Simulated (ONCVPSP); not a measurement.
**An ONCV potential for calcium, from input to tests**

Task: generate the file, and judge it by its errors in other configurations, its logarithmic derivatives, its ghosts and its cutoff.

Program: ONCVPSP 4.0.1.1 (patched build). Reference atom: PBEsol, scalar-relativistic, spherical and spin-unpolarised. All values are calculated.

## (1) The design

Typed settings, in words:

```json
{"element": "calcium (Ca, Z = 20)", "type": "optimised norm-conserving Vanderbilt (ONCV)", "frozen core": "[Ne] 3s2", "valence charge": "8", "reference configuration": "3p6 4s1.5 (charge +0.5)", "partial waves": "4s: rc 3.10 bohr, ncon 4, nbas 7, qcut 1.8 1/bohr, 2 projectors, debl 0.7 Ha; 3p: rc 1.60 bohr, ncon 4, nbas 8, qcut 7.2 1/bohr, 2 projectors, debl 3.4 Ha; d scattering state at 0.27 Ha: rc 3.05 bohr, ncon 4, nbas 9, qcut 3.6 1/bohr, 2 projectors, debl 1.8 Ha", "local potential": "polynomial inside 1.15 bohr (lpopt 3, dvloc0 0 Ha)", "core correction": "Teter function, fcfact 4, rcfact 1.4"}
```

An earlier all-electron run gives the scale for the radii.

All-electron outer shells of the reference configuration (PBEsol, scalar-relativistic, ld1.x):

```tsv
shell	level (eV)	outermost node (bohr)	outermost maximum (bohr)
3p	-31.21	0.42	1.04
4s	-6.28	1.42	3.29
3d	-4.98	–	1.26
4p	-3.57	1.61	4.07
```

## (2) The generation run

File Ca.dat:

```
# ATOM AND REFERENCE CONFIGURATION
# atsym  z   nc   nv     iexc    psfile
  Ca 20.00    4    2  -116133      upf
#
#   n    l    f
    1    0    2.00
    2    0    2.00
    2    1    6.00
    3    0    2.00
    3    1    6.00
    4    0    1.50
#
# PSEUDOPOTENTIAL AND OPTIMIZATION
# lmax
    2
#
#   l,   rc,      ep,       ncon, nbas, qcut
    0    3.10    0.00    4    7    1.80
    1    1.60    0.00    4    8    7.20
    2    3.05    0.27    4    9    3.60
#
# LOCAL POTENTIAL
# lloc, lpopt,  rc(5),   dvloc0
    4    3    1.15    0.00
#
# VANDERBILT-KLEINMAN-BYLANDER PROJECTORs
# l, nproj, debl
    0    2    0.70
    1    2    3.40
    2    2    1.80
#
# MODEL CORE CHARGE
# icmod, fcfact, rcfact
    3    4.00    1.40
#
# LOG DERIVATIVE ANALYSIS
# epsh1, epsh2, depsh
   -3.00    5.00    0.02
#
# OUTPUT GRID
# rlmax, drl
    6.00    0.01
#
# TEST CONFIGURATIONS
# ncnf
    4
# nvcnf
#   n    l    f
    2
    3    1    6.00
    4    0    2.00
#
    2
    3    1    6.00
    4    0    1.00
#
    2
    3    1    6.00
    4    0    0.00
#
    3
    3    1    6.00
    4    0    1.50
    3    2    0.50
#
```

On the command line:

```console
$ oncvpsp.x < Ca.dat > Ca.out
```

Before running it: what results should come out? Wanted: cutoffs for 1 and 0.1 mHa per electron, occupied waves; bound ghosts; GHOST(+) flags; largest test error; largest phase difference near zero energy, channels read; rms error of d²Exc/dn², without and with the model core; projector energies reset by the program.

The runs gave:

| quantity | value |
| --- | --- |
| cutoffs for 1 and 0.1 mHa per electron, occupied waves | 15 Ha and 18 Ha |
| bound ghosts | s at -40.79 eV |
| GHOST(+) flags | d at 67 eV |
| largest test error (AE − PS) | +62 meV, for 3p6 3d0.5 4s1.5 |
| largest phase difference near zero energy, channels read | 0.024 rad |
| rms error of d²Exc/dn², without and with the model core | 5.21 and 2.99 mHa |
| projector energies reset by the program | d: -0.183, 1.617 Ha |

What this shows: It has a bound ghost (s), a state that the atom doesn't have, and that rules the file out. The worst unpolarised test, 3p6 3d0.5 4s1.5, is off by 62 meV on 1.5 eV; by total energies transferability rates as fair. It counts as soft on the atom, with 15 Ha needed at the looser tolerance. At the looser tolerance the 3p wave is the slowest; 4s needs 2 Ha. Near zero energy the phases of the channels with partial waves agree within 0.024 rad. The pseudo curves have a pole with no partner nearby in the atom's: s at 2.48 Ha. At positive energy that is a spurious or a displaced resonance. The program also flags highly localised states, GHOST(+) (d). All of this concerns the isolated atom, not yet a solid.
